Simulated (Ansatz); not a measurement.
Working through an atomisation energy of C₂H₄OSi, SMILES C#C[SiH2]O

Computed with the Python package of Ansatz (0.2.0).

Contents of `c2h4osi.xyz`:
```text
8

C    -0.44130    0.50790   -2.01190
C    -0.17340    0.40030   -0.87660
Si    0.29350    0.16290    0.89790
O     0.12560   -1.39000    1.39860
H    -0.77070    0.68250   -3.06010
H    -0.45100    1.08320    1.78670
H     1.79270    0.46060    1.09440
H    -0.28320   -1.96460    0.71520
```

Run as a notebook:

In [1]:
```python
from collections import Counter

import ansatz as az
```

In [2]:
```python
def total_energy(molecule, charge=0, unpaired=0):
    calc = molecule.calculation().basis(gaussian="cc-pVTZ").functional("pbe0")
    if charge:
        calc = calc.charge(charge)
    if unpaired:
        calc = calc.spin("collinear", total=unpaired)
    report = calc.run().report
    if report["published_state_doubts"]:
        print("  doubts:", report["published_state_doubts"])
    return report["free_energy_ev"]
```

In [3]:
```python
molecule = az.Crystal.molecule_from_extxyz("c2h4osi.xyz")
```

In [4]:
```python
unpaired = {"C": 2, "Si": 2, "O": 2, "H": 1}
counts = Counter(site.symbol for site in molecule.cartesian_sites)
atom_energy = {s: total_energy(az.Crystal.molecule().atom(s, (0, 0, 0)), 0, unpaired[s]) for s in counts}
whole = total_energy(molecule, 0, 0)
for s, e in atom_energy.items():
    print(f"{s:2s} x{counts[s]}  {e:14.5f} eV")
print(f"C2H4OSi: {whole:.5f} eV")
split = sum(counts[s] * e for s, e in atom_energy.items()) - whole
print(f"atomisation energy (no zero-point term): {96.485332 * split:.1f} kJ/mol, {split / sum(counts.values()):.3f} eV an atom")
```
```text
C  x2     -1028.71112 eV
Si x1     -7871.00267 eV
O  x1     -2041.24218 eV
H  x4       -13.63395 eV
C2H4OSi: -12056.54442 eV
atomisation energy (no zero-point term): 3120.5 kJ/mol, 4.043 eV an atom
```

3120.5 kJ/mol from the electronic energies, without the zero-point term.

Notes:
- Total energies depend on the basis set; only differences at equal settings carry meaning.
- The geometry is a force-field or estimated start, not a minimum of this method, and the basis set is short of its limit. All parts are taken at fixed geometry, without zero-point energy.
- For Al to Cl the sets with a tight d function, cc-pV(X+d)Z, are usual.
- Finished in 5.4 s on 1 thread of Arm Neoverse V1, with other jobs on the host, peak memory 0.39 GiB.
